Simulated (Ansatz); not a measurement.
# C7H4IN: geometry optimisation from a Python script

Aim: a geometry optimisation, for C7H4IN, run from a script.

Computed with the Python package of Ansatz 0.2.0. Level of theory: PBE0/def2-SVP.

## Step 1: Starting point

Bond lengths: N1–C2 1.161 Å, C2–C3 1.434 Å, C3–C4 1.400 Å, C4–C5 1.398 Å, C5–C6 1.395 Å, C6–I7 2.078 Å, C6–C8 1.395 Å, C3–C9 1.400 Å, C8–C9 1.398 Å, C4–H10 1.089 Å, C5–H11 1.088 Å, C8–H12 1.088 Å, C9–H13 1.089 Å. Angles (14 of 19 angles, heavy atoms first): N1–C2–C3 180.0°, C2–C3–C4 120.1°, C2–C3–C9 120.1°, C4–C3–C9 119.7°, C3–C4–C5 120.2°, C4–C5–C6 119.8°, C5–C6–I7 119.8°, C5–C6–C8 120.4°, I7–C6–C8 119.8°, C6–C8–C9 119.8°, C3–C9–C8 120.2°, C3–C4–H10 120.5°, C5–C4–H10 119.4°, C4–C5–H11 119.3°.

The script holds or builds the structure itself.

## Step 2: Script

The input, opt_c7h4in.py:

```python
"""Minimum-energy structure of C7H4IN."""

import itertools
import warnings

import ansatz as az
from ase.data import atomic_numbers, covalent_radii
import numpy as np
import pandas as pd


def main() -> None:
    warnings.simplefilter("ignore", az.DeckWarning)

    geometry_ang = [
        ("N", [3.7131, 0.4102, 0.0726]),
        ("C", [2.5598, 0.2828, 0.05]),
        ("C", [1.1349, 0.1254, 0.0222]),
        ("C", [0.3034, 1.2512, 0.0238]),
        ("C", [-1.086, 1.0983, -0.0034]),
        ("C", [-1.6416, -0.1814, -0.0321]),
        ("I", [-3.7067, -0.4095, -0.0725]),
        ("C", [-0.8195, -1.3088, -0.0339]),
        ("C", [0.5697, -1.1547, -0.0067]),
        ("H", [0.7298, 2.2527, 0.0461]),
        ("H", [-1.7186, 1.983, -0.0018]),
        ("H", [-1.2432, -2.3102, -0.0561]),
        ("H", [1.205, -2.0389, -0.0083]),
    ]
    system = az.Crystal.molecule()
    for symbol, xyz in geometry_ang:
        system = system.atom(symbol, xyz)

    calculation = (
        system.calculation()
        .basis(gaussian="def2-SVP")
        .functional("pbe0")
    )
    symbols = [site.symbol for site in system.cartesian_sites]
    start = np.array([site.position_ang for site in system.cartesian_sites], dtype=float)
    def progress(event):
        if event["event"] == "relax_step":
            row = event["data"]
            print(f"step {row['step']:3d}  E = {row['lagrangian_ev']:.6f} eV  largest force component {row['allowed_force_max_ev_ang']:.4f} eV/A")


    rep = calculation.relax(force_tolerance=0.005, max_steps=100).session().plan().execute(on_event=progress).report
    end = np.array(rep["positions_ang"])

    print("reference energy %16.6f eV" % rep["reference_energy_ev"])
    print("total energy     %16.6f eV" % rep["free_energy_ev"])
    print("occupied orbitals outside the frozen core (up, down):", rep["n_occupied"], " frozen:", rep["n_frozen"], " virtual:", rep["n_virtual"])

    # pairs closer than 1.2 times the sum of covalent radii, before or after
    radius = [covalent_radii[atomic_numbers[s]] for s in symbols]
    span = lambda where, i, j: np.linalg.norm(where[i] - where[j])
    bonded = [(i, j) for i, j in itertools.combinations(range(len(symbols)), 2) if min(span(start, i, j), span(end, i, j)) < 1.2 * (radius[i] + radius[j])]
    print("pair        before    after (A)")
    for i, j in bonded:
        print(f"{symbols[i]}{i}-{symbols[j]}{j}".ljust(10), f"{span(start, i, j):8.4f} {span(end, i, j):8.4f}")

    charges = rep["charge_distribution"]
    table = pd.DataFrame({"atom": symbols, "mulliken": charges["mulliken_charges_e"], "lowdin": charges["lowdin_charges_e"]})
    print(table.round(3).to_string())
    print("dipole (e A):", np.round(charges["dipole_moment_e_ang"], 4) + 0.0)
    with open("c7h4in_opt.xyz", "w") as handle:
        handle.write(f"{len(symbols)}\nrelaxed C7H4IN\n")
        handle.writelines(f"{s:2s} {x:11.6f} {y:11.6f} {z:11.6f}\n" for s, (x, y, z) in zip(symbols, end))


if __name__ == "__main__":
    main()
```

## Step 3: The input behind the calls

The package turns the script's settings into the engine's input:

```yaml
crystal:
  periodic: [false, false, false]
  atoms:
    - { symbol: "N", position_ang: [3.7131, 0.4102, 0.0726] }
    - { symbol: C, position_ang: [2.5598, 0.2828, 0.05] }
    - { symbol: C, position_ang: [1.1349, 0.1254, 0.0222] }
    - { symbol: C, position_ang: [0.3034, 1.2512, 0.0238] }
    - { symbol: C, position_ang: [-1.086, 1.0983, -0.0034] }
    - { symbol: C, position_ang: [-1.6416, -0.1814, -0.0321] }
    - { symbol: I, position_ang: [-3.7067, -0.4095, -0.0725] }
    - { symbol: C, position_ang: [-0.8195, -1.3088, -0.0339] }
    - { symbol: C, position_ang: [0.5697, -1.1547, -0.0067] }
    - { symbol: H, position_ang: [0.7298, 2.2527, 0.0461] }
    - { symbol: H, position_ang: [-1.7186, 1.983, -0.0018] }
    - { symbol: H, position_ang: [-1.2432, -2.3102, -0.0561] }
    - { symbol: H, position_ang: [1.205, -2.0389, -0.0083] }
basis:
  gaussian:
    orbitals: def2-SVP
hamiltonian:
  xc: pbe0
relax:
  f_tol: 0.005
  max_steps: 100
```

## Step 4: The run

Launch:

```
> python opt_c7h4in.py
```

Q: Predict the main results. Wanted: total energy; dipole moment; moves of the relaxation; energy gained; last largest force component.

**Answer**, as computed:

| quantity | value |
| --- | --- |
| total energy | -16897.7343 eV |
| dipole moment | 3.27 D |
| moves of the relaxation | 4 |
| energy gained | 0.009 eV |
| last largest force component | 0.0015 eV/Å |

What this shows: After 4 moves the largest shift is 0.012 Å. Caveats:
- The end point is the stationary point reached from this start; no frequency run checks that it is a minimum, and the basis set is modest.
- def2 sets replace the cores of elements past krypton by effective core potentials.
- The Löwdin charges here are taken after orthogonalising the functions within each atom; they differ from plain Löwdin charges, and their signs can be unphysical.
